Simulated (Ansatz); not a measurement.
This script drives Ansatz 0.2.0 through its Python package.

`ch3brssi.py`:
```python
# -*- coding: utf-8 -*-
"""Cost of removing each kind of hydrogen from CH3BrSSi, fragments frozen."""

import ansatz as az
from ase import Atoms


def total_energy(molecule, charge=0, unpaired=0):
    calc = molecule.calculation().basis(gaussian="6-31G*").functional("CAM-B3LYP")
    if charge:
        calc = calc.charge(charge)
    if unpaired:
        calc = calc.spin("collinear", total=unpaired)
    return calc.run(threads=1, pin="off").report["free_energy_ev"]

def without(molecule, index):
    rest = az.Crystal.molecule()
    for i, site in enumerate(molecule.cartesian_sites):
        if i != index:
            rest = rest.atom(site.symbol, site.position_ang)
    return rest

atoms = Atoms(["Br", "Si", "C", "S", "H", "H", "H"], positions=[
    (-2.4584, -0.7549, 0.2685),
    (-0.7203, 0.4077, -0.3135),
    (0.7935, -0.098, 0.4546),
    (0.8643, -1.0329, -0.9473),
    (-0.801, 1.3892, -1.4349),
    (0.7436, -0.6267, 1.4028),
    (1.6395, 0.6476, 0.5241),
])
molecule = az.Crystal.molecule_from_ase(atoms)

whole = total_energy(molecule, 0)
hydrogen = total_energy(az.Crystal.molecule().atom("H", (0, 0, 0)), 0, 1)
print(f"E(molecule) = {whole:.5f} eV, E(H) = {hydrogen:.5f} eV")
for index in [4, 6]:
    radical = total_energy(without(molecule, index), 0, 1)
    print(f"H{index}: homolysis {96.485332 * (radical + hydrogen - whole):.1f} kJ/mol")
```

It is started by `python ch3brssi.py`. Estimate its wall time and peak memory on 1 thread of Arm Neoverse V2 (shared host).

It took about 28 s, with a peak of 0.4 GiB, for 4 runs of the engine.

```console
$ python ch3brssi.py
E(molecule) = -89839.27281 eV, E(H) = -13.51936 eV
H4: homolysis 366.0 kJ/mol
H6: homolysis 397.4 kJ/mol
```

Reading the output:
- Total energies depend on the basis set; only differences at equal settings carry meaning.
- The geometry is a force-field or estimated start, not a minimum of this method, and the basis set is short of its limit. All parts are taken at fixed geometry, without zero-point energy.
- The spin-orbit lowering of heavy atoms is left out.

(A comment or docstring line of the script was reworded after the run, the code is as it ran; lines on the test bed's own set-up are left out of the output.)
